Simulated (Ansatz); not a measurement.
# Si₄H₈O: a ladder of functionals and wavefunction methods

An exercise on one series of results from a longer session: the logs are not shown, and one member is left open.

Computed with Ansatz 0.2.0, Gaussian basis. Level: functionals in def2-TZVPP, the program's frozen cores in correlated methods.

Plan: PBE-D4, r2SCAN-D4, PBE0-D4, B3LYP-D4, ωB97X-V, ωB97M-V, B2PLYP; CCSD(T)/def2-TZVPP; MP2/def2-QZVPP; extrapolation to the limit.

## The geometry

All runs share one geometry, relaxed beforehand with PBE0-D4 in a triple-zeta def2 set.

SMILES `O[Si@@H]1[SiH2][Si@H]1[SiH3]`, 13 atoms, charge 0, spin multiplicity 1.

Atoms are counted from 1 here; the program's logs count them from 0.

Bond lengths: O1–Si2 1.647 Å, O1–H6 0.958 Å, Si2–Si3 2.311 Å, Si2–Si4 2.336 Å, Si2–H7 1.481 Å, Si3–Si4 2.356 Å, Si3–H8 1.488 Å, Si3–H9 1.486 Å, Si4–Si5 2.324 Å, Si4–H10 1.489 Å, Si5–H11 1.488 Å, Si5–H12 1.487 Å, Si5–H13 1.488 Å. Angles: Si2–O1–H6 117.5°, O1–Si2–Si3 126.1°, O1–Si2–Si4 129.1°, O1–Si2–H7 107.3°, Si3–Si2–Si4 60.9°, Si3–Si2–H7 116.1°, Si4–Si2–H7 111.0°, Si2–Si3–Si4 60.1°, Si2–Si3–H8 112.8°, Si2–Si3–H9 127.5°, Si4–Si3–H8 108.3°, Si4–Si3–H9 126.2°, H8–Si3–H9 112.0°, Si2–Si4–Si3 59.0°, Si2–Si4–Si5 113.4°, Si2–Si4–H10 123.0°, Si3–Si4–Si5 119.6°, Si3–Si4–H10 113.8° and more.

Set-up of the first run:

in.yaml

```yaml
crystal:
  periodic: [false, false, false]
  atoms:
    - {symbol: O, position_ang: [-2.858075, 0.562632, 1.150252]}
    - {symbol: Si, position_ang: [-1.527572, 0.511029, 0.180788]}
    - {symbol: Si, position_ang: [-0.880596, -1.262442, -1.153040]}
    - {symbol: Si, position_ang: [0.539499, -0.506843, 0.568328]}
    - {symbol: Si, position_ang: [2.348953, 0.854896, 0.047561]}
    - {symbol: H, position_ang: [-3.140934, -0.257497, 1.557592]}
    - {symbol: H, position_ang: [-1.353874, 1.861347, -0.402771]}
    - {symbol: H, position_ang: [-1.482986, -2.554951, -0.727006]}
    - {symbol: H, position_ang: [-0.585056, -1.238869, -2.608984]}
    - {symbol: H, position_ang: [0.761939, -1.507650, 1.647658]}
    - {symbol: H, position_ang: [3.497519, 0.069771, -0.479653]}
    - {symbol: H, position_ang: [1.900753, 1.808052, -1.002711]}
    - {symbol: H, position_ang: [2.800933, 1.626025, 1.236686]}
basis:
  gaussian: {orbitals: def2-TZVPP}
hamiltonian: {xc: pbe, dispersion: d4}
output: {forces: true, orbitals: {seedname: orbitals}}
```

The run is started by

```console
ansatz run in.yaml --threads 4 --pin off --events-out ev --progress --plain --max-ram 10444MiB
```

Among the steps run: PBE-D4 (GGA); r2SCAN-D4 (meta-GGA); PBE0-D4 (hybrid); B3LYP-D4 (hybrid); ωB97X-V (range-separated); ωB97M-V (range-separated); B2PLYP (double hybrid); CCSD(T) in def2-TZVPP; MP2 in def2-QZVPP.

One table of the session follows, with a row left open; its other results are not shown here.

It belongs to the step «Atomisation energies». 

| method | atomisation energy (eV) |
| --- | --- |
| PBE-D4 | 41.121 |
| r2SCAN-D4 | 41.354 |
| PBE0-D4 | 40.802 |
| B3LYP-D4 | 40.969 |
| ωB97X-V | 41.596 |
| ωB97M-V | 41.090 |
| B2PLYP | 40.351 |
| HF/def2-TZVPP | 30.048 |
| MP2/def2-TZVPP | ? |
| CCSD/def2-TZVPP | 39.460 |
| CCSD(T)/def2-TZVPP | 40.017 |
| MP2/CBS | 41.231 |
| CCSD(T)/CBS | 41.274 |

Q: Estimate the row for MP2/def2-TZVPP from the others.

The run gave: atomisation energy (eV): 39.974. In the column «atomisation energy (eV)» it lies between CCSD/def2-TZVPP (39.460) and CCSD(T)/def2-TZVPP (40.017).
